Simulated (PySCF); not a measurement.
**A diatomic session: AlSb, part 1 of 2**

One job finds the state of AlSb, follows it along the bond with each method and fits the curves.

The runs use PySCF 2.14.0; Al x2c-SVPall, Sb x2c-SVPall, spin-free X2C with a Gaussian nucleus.

### 1 The job

The job is set up so:

```json
{"atoms": "Al, Sb", "charge": "0", "basis": "Al x2c-SVPall, Sb x2c-SVPall", "Hamiltonian": "spin-free X2C with a Gaussian nucleus", "basis functions": "54", "electrons treated": "64", "masses in u": "26.9815, 120.9038", "levels": "PBE0, PBE, r²SCAN, B97-3, TPSSh, PBEsol, HF, MP2, SCS-MP2, CCSD, CCSD(T)", "grid": "80 radial by 434 angular points", "occupations": "held fixed by the projection of orbital angular momentum", "dissociation limit": "Al + Sb, each in its ground configuration", "starting distance in angstrom": "2.560", "values of 2S to try": "0, 2, 4"}
```

Run with:

```
$ OMP_NUM_THREADS=1 python dia.py task.json out
```

The job searches for the state first and then visits each distance with every level. Its results follow level by level.

### 2 State search with unrestricted PBE0

At the starting distance of 2.560 Å the search finds these solutions (others can lie among them):

```tsv
2Ms+1	unpaired	term	E (eV)	⟨S²⟩	⟨Lz²⟩	μ (D)
3	π ↑↑	³Σ⁻	0.00	2.01	0.00	0.24
3	σ ↑, π ↑	³Π	0.01	2.01	1.01	-1.56
1	σ ↓, π ↑	not assigned	0.16	1.02	1.01	-1.64
1	π ↑↓	not assigned	0.29	1.01	2.01	0.34
1	none	¹Σ⁺	1.08	0.00	0.00	-2.54
1	none	not assigned	1.11	0.00	2.00	0.71
5	σ ↑, π ↑↑↑	⁵Π	1.56	6.01	1.00	0.87
3	σ ↓, π ↑↑↑	not assigned	2.16	3.02	1.00	1.33
3	π ↑↑	not assigned	2.61	2.03	2.01	-1.03
3	π ↑↑	not assigned	2.95	2.03	2.01	-1.34
5	σ ↑↑, π ↑↑	⁵Σ⁻	4.21	6.00	0.00	1.28
5	σ ↑↑, π ↑↑	not assigned	4.31	6.03	2.01	-0.33
5	π ↑↑↑↑	⁵Σ⁺	4.41	6.09	0.00	1.94
1	σ ↓↓, π ↑↑	not assigned	4.78	2.01	0.00	0.98
```

A term symbol stands only where ⟨S²⟩ and ⟨Lz²⟩ are near those of a pure state. A positive dipole means Al(−)Sb(+).

The most promising solutions are followed along the bond (rough minima from three points):

```tsv
2Ms+1	unpaired	R at minimum (Å)	energy at minimum (eV)
3	π ↑↑	2.75	0.00
3	σ ↑, π ↑	2.51	0.12
1	σ ↓, π ↑	2.49	0.26
1	π ↑↓	2.75	0.29
1	none	not bracketed	≤ 0.98
```

The search made 18 SCF attempts at the starting distance; with the short scans it took 22 s of wall time (1 thread of Arm Neoverse V1, shared host).

### 3 The PBE0 curve of the state that the search chose

State followed: ³Σ⁻ (triplet), unpaired electrons π ↑↑. The scan is laid around 2.752 Å.

Output of the SCF at 2.752 Å:

```text
******** <class 'pyscf.dft.uks_symm.SymAdaptedUKS'> ********
method = SymAdaptedUKS
initial guess = minao
damping factor = 0
level_shift factor = 0
DIIS = <class 'pyscf.scf.diis.CDIIS'>
diis_start_cycle = 1
diis_space = 10
diis_damp = 0
SCF conv_tol = 1e-09
SCF conv_tol_grad = None
SCF max_cycles = 60
direct_scf = False
max_memory 909 MB (current use 314 MB)
number electrons alpha = 33  beta = 31
XC library pyscf.dft.libxc version 7.0.0
    S. Lehtola, C. Steigemann, M. J.T. Oliveira, and M. A.L. Marques.,  SoftwareX 7, 1–5 (2018)
XC functionals = PBE0
    C. Adamo and V. Barone.,  J. Chem. Phys. 110, 6158 (1999)
    M. Ernzerhof and G. E. Scuseria.,  J. Chem. Phys. 110, 5029 (1999)
small_rho_cutoff = 0
Overwritten attributes  get_j get_jk get_occ get_k get_hcore  of <class 'pyscf.dft.uks_symm.SymAdaptedUKS'>
<class 'pyscf.dft.uks_symm.SymAdaptedUKS'> does not have attributes  refdm
Set gradient conv threshold to 3.16228e-05
init E= -6722.3379747013
cycle= 1 E= -6722.33659339569  delta_E= 0.00138  |g|= 0.00124  |ddm|= 0.00886
cycle= 2 E= -6722.33659459092  delta_E= -1.2e-06  |g|= 0.000982  |ddm|= 0.0081
cycle= 3 E= -6722.33659559966  delta_E= -1.01e-06  |g|= 0.000203  |ddm|= 0.00325
cycle= 4 E= -6722.33659563472  delta_E= -3.51e-08  |g|= 3.73e-05  |ddm|= 0.000504
cycle= 5 E= -6722.33659563781  delta_E= -3.1e-09  |g|= 1.77e-05  |ddm|= 0.000166
cycle= 6 E= -6722.33659563851  delta_E= -6.91e-10  |g|= 3.21e-06  |ddm|= 8.65e-05
Extra cycle  E= -6722.33659563856  delta_E= -4.91e-11  |g|= 1.6e-06  |ddm|= 2.11e-05
converged SCF energy = -6722.33659563856  <S^2> = 2.0063838  2S+1 = 3.0042528
```

Points of the scan, energies from the lowest:

```tsv
R (Å)	E (eV)	μ (D)	Mulliken charge of Al (e)	Mayer bond order	⟨S²⟩	HOMO (eV)	LUMO (eV)
2.3667	0.6143	1.01	0.12	1.23	2.00	-5.04	-3.88
2.4768	0.2690	0.58	0.16	1.20	2.00	-5.09	-3.66
2.5869	0.0816	0.13	0.19	1.17	2.01	-5.12	-3.46
2.6694	0.0167	-0.21	0.21	1.15	2.01	-5.12	-3.32
2.7520	0.0000	-0.55	0.22	1.14	2.01	-5.11	-3.19
2.8346	0.0203	-0.88	0.23	1.13	2.01	-5.10	-3.07
2.9446	0.0896	-1.30	0.23	1.11	2.01	-5.05	-2.93
3.0822	0.2223	-1.81	0.23	1.09	2.01	-4.98	-2.78
3.2474	0.4201	-2.35	0.23	1.06	2.02	-4.88	-2.65
3.4675	0.7072	-2.94	0.22	1.00	2.05	-4.72	-2.54
```

Constants from the curve: Re = 2.744 Å, ωe = 261.2 cm⁻¹, ωexe = 0.819 cm⁻¹, αe = 0.000474 cm⁻¹, Be = 0.1015 cm⁻¹, De = 1.92 eV, μ = -0.52 D.

Orbitals nearest the gap at 2.752 Å:

```tsv
spin	orbital	ε (eV)	filled	made of
β	π	-35.21	yes	Sb d 100 %
β	σ	-35.17	yes	Sb d 100 %
α	σ	-14.85	yes	Sb s 92 %
β	σ	-13.22	yes	Sb s 88 %
α	σ	-9.07	yes	Al s 71 %, Sb p 22 %
β	σ	-8.70	yes	Al s 73 %, Sb p 17 %, Sb s 9 %
α	π	-6.33	yes	Sb p 90 %, Al p 9 %
α	π	-6.33	yes	Sb p 90 %, Al p 9 %
α	σ	-5.44	yes	Sb p 51 %, Al p 26 %, Al s 21 %
β	σ	-5.11	yes	Sb p 50 %, Al p 33 %, Al s 15 %
β	π	-3.19	no	Sb p 67 %, Al p 32 %
β	π	-3.19	no	Sb p 67 %, Al p 32 %
α	π	-1.77	no	Al p 90 %, Sb p 9 %
α	π	-1.77	no	Al p 90 %, Sb p 9 %
```

Polarisability there: 129.8 bohr³ along the bond, 69.7 across it. Without diffuse functions these come out too small, above all across the bond.

### 4 Fields at the reference distance

Orbitals, density, ELF and potential are computed afterwards from the orbital file.

Frontier orbitals at PBE0 (alpha spin), with the share of their density that lies nearest to each atom:

```tsv
orbital	energy (eV)	lies on
HOMO-1	-6.33	Sb2 90 %; Al1 10 %
HOMO	-5.44	Al1 51 %; Sb2 49 %
LUMO	-1.77	Al1 86 %; Sb2 14 %
```

ELF in a plane through or near 2 of the atoms.

Ten even steps from '0' (0.00) to '9' (1.00):
```
0000011100000001222221100000
0012344421000023334443321000
0135677753100134555555542100
1468899975311245666676654310
2578999986322356666777765310
4789999986444566655667776531
6899999842246666533356787642
7999998211016775234435788653
8999993167405873376743688753
8999992378714872455362688763
8999992378714872465362688763
8999993167405873377743688753
7999998211016775234435788653
6899999842246666533356787642
4789999986444566655667776531
2578999986322356666777765310
1468899975311245666676654310
0135677753100134555555542100
0012344421000023334443321000
0000011100000001222221100000
```
The map spans 8.0 Å across and 5.2 Å up, centred on the molecule. Atoms in the plane (x, y in Å): Al1 (-1.4, 0.0), Sb2 (1.4, 0.0).

On the surface of density 0.002 e/bohr³ the electrostatic potential runs, from the 1st to the 99th percentile, from -0.58 V near Sb2 to 1.52 V near Al1.

The spin density lies nearest to Sb2 89 %; Al1 11 %.

### 5 Excited determinants

State 2: ³Π (triplet), unpaired electrons σ ↑, π ↑, an excited solution.

The SCF at the reference distance, 2.752 Å, printed:

```text
[... 13 set-up lines left out, the same as in an earlier log ...]
max_memory 909 MB (current use 367 MB)
[... 8 set-up lines left out, the same as in an earlier log ...]
init E= -6722.32724895342
cycle= 1 E= -6722.32509916972  delta_E= 0.00215  |g|= 0.0015  |ddm|= 0.00937
cycle= 2 E= -6722.3250996197  delta_E= -4.5e-07  |g|= 0.00163  |ddm|= 0.00756
cycle= 3 E= -6722.32510217854  delta_E= -2.56e-06  |g|= 0.000611  |ddm|= 0.00474
cycle= 4 E= -6722.32510266097  delta_E= -4.82e-07  |g|= 0.000151  |ddm|= 0.00159
cycle= 5 E= -6722.32510277672  delta_E= -1.16e-07  |g|= 6.01e-05  |ddm|= 0.000989
cycle= 6 E= -6722.32510282678  delta_E= -5.01e-08  |g|= 3.99e-05  |ddm|= 0.000788
cycle= 7 E= -6722.32510284906  delta_E= -2.23e-08  |g|= 1.91e-05  |ddm|= 0.000602
cycle= 8 E= -6722.32510285686  delta_E= -7.79e-09  |g|= 5.03e-06  |ddm|= 0.000523
cycle= 9 E= -6722.3251028571  delta_E= -2.46e-10  |g|= 8.39e-07  |ddm|= 9.38e-05
Extra cycle  E= -6722.3251028571  delta_E= 2.73e-12  |g|= 4.56e-07  |ddm|= 4.47e-06
converged SCF energy = -6722.3251028571  <S^2> = 2.0309724  2S+1 = 3.0205777
```

Re = 2.501 Å, ωe = 330 cm⁻¹, ωexe = 1.32 cm⁻¹, αe = 0.000675 cm⁻¹, Be = 0.1222 cm⁻¹, μ = -1.47 D. Its minimum lies 0.11 eV above that of the lowest state.

State 3: Ms = 0 determinant of mixed spin (⟨S²⟩ = 1.02), unpaired electrons σ ↓, π ↑, an excited solution.

Log of the SCF at 2.752 Å:

```text
[... 14 set-up lines left out, the same as in an earlier log ...]
number electrons alpha = 32  beta = 32
[... 7 set-up lines left out, the same as in an earlier log ...]
init E= -6722.32071722944
cycle= 1 E= -6722.3184850389  delta_E= 0.00223  |g|= 0.00157  |ddm|= 0.00966
cycle= 2 E= -6722.3184860412  delta_E= -1e-06  |g|= 0.00152  |ddm|= 0.00737
cycle= 3 E= -6722.3184880707  delta_E= -2.03e-06  |g|= 0.000619  |ddm|= 0.00443
cycle= 4 E= -6722.31848853218  delta_E= -4.61e-07  |g|= 0.000136  |ddm|= 0.00159
cycle= 5 E= -6722.31848858262  delta_E= -5.04e-08  |g|= 4.45e-05  |ddm|= 0.000683
cycle= 6 E= -6722.31848858931  delta_E= -6.69e-09  |g|= 1e-05  |ddm|= 0.000273
cycle= 7 E= -6722.31848858958  delta_E= -2.73e-10  |g|= 1.85e-06  |ddm|= 6.21e-05
Extra cycle  E= -6722.3184885896  delta_E= -2e-11  |g|= 2.04e-06  |ddm|= 1.28e-05
converged SCF energy = -6722.3184885896  <S^2> = 1.0261465  2S+1 = 2.259333
```

Re = 2.486 Å, ωe = 344 cm⁻¹; the determinant mixes terms (⟨S²⟩ = 1.02, ⟨Lz²⟩ = 1.01), so these belong to no real state. Its minimum lies 0.25 eV above that of the lowest state.

State 4: Ms = 0 determinant of mixed spin (⟨S²⟩ = 1.01), unpaired electrons π ↑↓, an excited solution.

Log of the SCF at 2.752 Å:

```text
[... 22 set-up lines left out, the same as in an earlier log ...]
init E= -6722.32730887314
cycle= 1 E= -6722.3259160413  delta_E= 0.00139  |g|= 0.00126  |ddm|= 0.0089
cycle= 2 E= -6722.32591709231  delta_E= -1.05e-06  |g|= 0.00106  |ddm|= 0.00842
cycle= 3 E= -6722.32591829988  delta_E= -1.21e-06  |g|= 0.000227  |ddm|= 0.00353
cycle= 4 E= -6722.3259183441  delta_E= -4.42e-08  |g|= 3.59e-05  |ddm|= 0.000538
cycle= 5 E= -6722.3259183463  delta_E= -2.2e-09  |g|= 1.44e-05  |ddm|= 0.000135
cycle= 6 E= -6722.32591834663  delta_E= -3.35e-10  |g|= 1.46e-06  |ddm|= 5.81e-05
Extra cycle  E= -6722.32591834664  delta_E= -5.46e-12  |g|= 1e-06  |ddm|= 8.46e-06
converged SCF energy = -6722.32591834664  <S^2> = 1.0054792  2S+1 = 2.2409634
```

Re = 2.740 Å, ωe = 264.5 cm⁻¹; the determinant mixes terms (⟨S²⟩ = 1.01, ⟨Lz²⟩ = 2.01), so these belong to no real state. Its minimum lies 0.29 eV above that of the lowest state.

Energy (eV) from the lowest point of the lowest state:

```tsv
R (Å)	lowest	state 2	state 3	state 4
2.367	0.614	0.209	0.333	0.900
2.477	0.269	0.116	0.254	0.555
2.587	0.082	0.142	0.296	0.369
2.669	0.017	0.213	0.380	0.306
2.752	0.000	0.313	0.493	0.291
2.835	0.020	0.430	0.624	0.313
2.945	0.090	0.602	0.813	0.386
3.082	0.222	0.822	1.058	0.525
3.247	0.420	1.067	1.339	0.732
3.467	0.707	1.336	1.667	1.039
```

### 6 PBE (GGA)

The SCF at the reference distance, 2.752 Å, printed:

```text
[... 17 set-up lines left out, the same as in an earlier log ...]
XC functionals = PBE
    J. P. Perdew, K. Burke, and M. Ernzerhof.,  Phys. Rev. Lett. 77, 3865 (1996)
    J. P. Perdew, K. Burke, and M. Ernzerhof.,  Phys. Rev. Lett. 78, 1396 (1997)
    J. P. Perdew, K. Burke, and M. Ernzerhof.,  Phys. Rev. Lett. 77, 3865 (1996)
    J. P. Perdew, K. Burke, and M. Ernzerhof.,  Phys. Rev. Lett. 78, 1396 (1997)
[... 2 set-up lines left out, the same as in an earlier log ...]
init E= -6722.22552977605
cycle= 1 E= -6722.22638548819  delta_E= -0.000856  |g|= 0.0187  |ddm|= 0.137
cycle= 2 E= -6722.22537523817  delta_E= 0.00101  |g|= 0.0332  |ddm|= 0.13
cycle= 3 E= -6722.22674264418  delta_E= -0.00137  |g|= 0.00226  |ddm|= 0.0951
cycle= 4 E= -6722.22675002902  delta_E= -7.38e-06  |g|= 0.000355  |ddm|= 0.00932
cycle= 5 E= -6722.22675024767  delta_E= -2.19e-07  |g|= 7.05e-05  |ddm|= 0.00161
cycle= 6 E= -6722.22675025121  delta_E= -3.53e-09  |g|= 2.74e-05  |ddm|= 0.000212
cycle= 7 E= -6722.22675025233  delta_E= -1.13e-09  |g|= 2.71e-06  |ddm|= 8.7e-05
cycle= 8 E= -6722.22675025235  delta_E= -1.64e-11  |g|= 2.89e-07  |ddm|= 1.01e-05
Extra cycle  E= -6722.22675025234  delta_E= 7.28e-12  |g|= 1.67e-07  |ddm|= 1.77e-06
converged SCF energy = -6722.22675025234  <S^2> = 2.0047107  2S+1 = 3.0031388
```

Re = 2.769 Å, ωe = 251.9 cm⁻¹, ωexe = 0.809 cm⁻¹, αe = 0.000476 cm⁻¹, Be = 0.09969 cm⁻¹, De = 2.05 eV, μ = -0.31 D.

### 7 r²SCAN

Output of the SCF at 2.752 Å:

```text
[... 13 set-up lines left out, the same as in an earlier log ...]
max_memory 909 MB (current use 368 MB)
[... 3 set-up lines left out, the same as in an earlier log ...]
XC functionals = R2SCAN
    J. W. Furness, A. D. Kaplan, J. Ning, J. P. Perdew, and J. Sun.,  J. Phys. Chem. Lett. 11, 8208-8215 (2020)
    J. W. Furness, A. D. Kaplan, J. Ning, J. P. Perdew, and J. Sun.,  J. Phys. Chem. Lett. 11, 9248-9248 (2020)
    J. W. Furness, A. D. Kaplan, J. Ning, J. P. Perdew, and J. Sun.,  J. Phys. Chem. Lett. 11, 8208-8215 (2020)
    J. W. Furness, A. D. Kaplan, J. Ning, J. P. Perdew, and J. Sun.,  J. Phys. Chem. Lett. 11, 9248-9248 (2020)
[... 2 set-up lines left out, the same as in an earlier log ...]
init E= -6722.77543344777
cycle= 1 E= -6722.77591665798  delta_E= -0.000483  |g|= 0.00983  |ddm|= 0.0955
cycle= 2 E= -6722.77591577026  delta_E= 8.88e-07  |g|= 0.00811  |ddm|= 0.0405
cycle= 3 E= -6722.77595502417  delta_E= -3.93e-05  |g|= 0.00235  |ddm|= 0.025
cycle= 4 E= -6722.77596261958  delta_E= -7.6e-06  |g|= 0.00025  |ddm|= 0.00695
cycle= 5 E= -6722.77596269974  delta_E= -8.02e-08  |g|= 7.53e-05  |ddm|= 0.000896
cycle= 6 E= -6722.77596271064  delta_E= -1.09e-08  |g|= 1.75e-05  |ddm|= 0.000361
cycle= 7 E= -6722.77596271166  delta_E= -1.02e-09  |g|= 5.61e-06  |ddm|= 0.000142
cycle= 8 E= -6722.77596271179  delta_E= -1.29e-10  |g|= 1.2e-06  |ddm|= 6.13e-05
Extra cycle  E= -6722.77596271179  delta_E= -3.64e-12  |g|= 7.77e-07  |ddm|= 8.4e-06
converged SCF energy = -6722.77596271179  <S^2> = 2.0084448  2S+1 = 3.0056246
```

Re = 2.752 Å, ωe = 257.7 cm⁻¹, ωexe = 0.827 cm⁻¹, αe = 0.000483 cm⁻¹, Be = 0.1009 cm⁻¹, De = 1.91 eV, μ = -0.39 D.

(Continued in part 2 of 2.)
